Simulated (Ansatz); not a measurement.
What does this script print? It uses Ansatz 0.2.0, Python API.

Contents of `ch5pse2.xyz`:
```text
9

C     0.20130    0.99190   -1.09740
Se    1.44110   -0.16390   -0.28430
P    -0.23240   -1.65120    0.26340
Se   -0.44270   -0.75520    2.35870
H    -0.38470    0.49930   -1.93860
H    -0.57300    1.40850   -0.35100
H     0.71380    1.91180   -1.53330
H     0.77600   -2.64150    0.74010
H    -1.41090    0.35400    1.82520
```

`scan.py`
```python
"""Stretching a bond of CH5PSe2, the rest held rigid."""

import ansatz
import numpy as np

ch5pse2 = ansatz.Crystal.molecule_from_extxyz("ch5pse2.xyz")

symbols = [site.symbol for site in ch5pse2.cartesian_sites]
start = np.array([site.position_ang for site in ch5pse2.cartesian_sites])
axis = (start[4] - start[0]) / np.linalg.norm(start[4] - start[0])
moving = [4]
lengths, energies = [1.001, 1.046, 1.092, 1.137, 1.183, 1.228, 1.274, 1.342], []
for length in lengths:
    xyz = start.copy()
    xyz[moving] += (length - np.linalg.norm(start[4] - start[0])) * axis
    point = ansatz.Crystal.molecule()
    for symbol, place in zip(symbols, xyz):
        point = point.atom(symbol, place.tolist())
    job = point.calculation().basis(gaussian="def2-SVP").functional("HF")
    r = job.run().report
    energies.append(r["free_energy_ev"])
    print(f"r = {length:6.3f} A  E = {energies[-1]:.5f} eV  <S^2> = {abs(r['mean_field']['state']['spin_squared']):.3f}")

# quartic fit about the minimum
fit = np.polynomial.Polynomial.fit(lengths, np.array(energies) - min(energies), 4).convert()
roots = [r.real for r in fit.deriv().roots() if abs(r.imag) < 1e-9 and fit.deriv(2)(r.real) > 0]
r_e = min(roots, key=lambda r: abs(r - lengths[int(np.argmin(energies))]))
print(f"minimum of the fit at {r_e:.4f} A, force constant {fit.deriv(2)(r_e):.2f} eV/A^2")
```

```console
$ python scan.py
r =  1.001 A  E = -140967.39094 eV  <S^2> = 0.000
r =  1.046 A  E = -140967.52133 eV  <S^2> = 0.000
r =  1.092 A  E = -140967.55668 eV  <S^2> = 0.000
r =  1.137 A  E = -140967.51711 eV  <S^2> = 0.000
r =  1.183 A  E = -140967.41856 eV  <S^2> = 0.000
r =  1.228 A  E = -140967.27891 eV  <S^2> = 0.000
r =  1.274 A  E = -140967.10303 eV  <S^2> = 0.000
r =  1.342 A  E = -140966.80001 eV  <S^2> = 0.000
minimum of the fit at 1.0885 A, force constant 36.96 eV/A^2
```

What to keep in mind:
- Total energies depend on the basis set; only differences at equal settings carry meaning.
- The rest of the molecule is held rigid at a force-field or estimated start geometry, and the basis set is modest; single-reference methods fail as a bond breaks.
- Hartree-Fock leaves correlation out, so bond, atomisation and ionisation energies come out well too low.
- The orbitals are restricted, so S² is zero by construction.
- The whole script took 24 s on 1 thread of Arm Neoverse V1, with other jobs on the host, peak memory 0.35 GiB.
